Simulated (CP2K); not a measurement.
# NiMoIrPdW under changes of volume

One of the cells (16.131 Å³/atom); the others are scaled copies at fixed shape and fractional positions:

```xyz
5
Lattice="4.1467 0.0000 0.0000 -2.0734 3.5911 0.0000 0.0000 0.0000 5.4163" Properties=species:S:1:pos:R:3 pbc="T T T"
Ni    0.0000    0.0000    0.1203
Mo    2.0734    1.1970    2.4913
Pd    0.0000    2.3941    4.0406
Ir    0.0000    2.3941    1.3888
W     2.0734    1.1970    5.4155
```

The cell was built by a generator and needn't be a form met in nature.

```yaml
Program: CP2K 2026.2
Functional: PBE
Potentials_or_basis: GTH_POTENTIALS Ni GTH-PBE-q18, Pd GTH-PBE-q18, Ir GTH-PBE-q17, W GTH-PBE-q14; POTENTIAL_UZH Mo GTH-PBE-q14; TZVP-MOLOPT-SR-GTH, TZVP-MOLOPT-PBE-GTH basis
Density_cutoff: 8163 eV
k_mesh: 7 × 7 × 5
Occupations: fermi-dirac, width 0.05 eV
Spin: collinear spin, ferromagnetic start
Starting_moments: "[1.0, 1.0, 0.0, 0.6, 0.0] μB"
```

| volume (Å³/atom) | energy over the lowest point (meV/atom) | pressure (GPa) |
| --- | --- | --- |
| 15.163 | 44.77 | 15.9 |
| 15.486 | 18.60 | 9.9 |
| 15.809 | 4.21 | 4.5 |
| 16.131 | 0.00 | -0.2 |
| 16.454 | 4.55 | -4.5 |
| 16.777 | 17.46 | -8.2 |
| 17.099 | ? | ? |

Task: What does the run at 17.099 Å³/atom give?

Result: Energy over the lowest point 37.58 meV/atom; pressure -11.6 GPa.

Worked out: A Birch-Murnaghan fit of order 3 (a polynomial in V^(-2/3)) to the other rows has its minimum at 16.12 Å³/atom with B0 = V·E''(V) = 225 GPa and B' = 5.1 at fixed shape and positions, which overstates the stiffness. It gives 37.18 meV/atom at 17.099 Å³/atom, against the run's 37.58, and -dE/dV = -11.4 GPa, against -11.6.

Energies are extrapolated to zero smearing.

Caveats: the basis of atomic orbitals isn't converged, which shifts pressures, moduli and gaps; the total moment is fixed, so each spin has its own Fermi level.
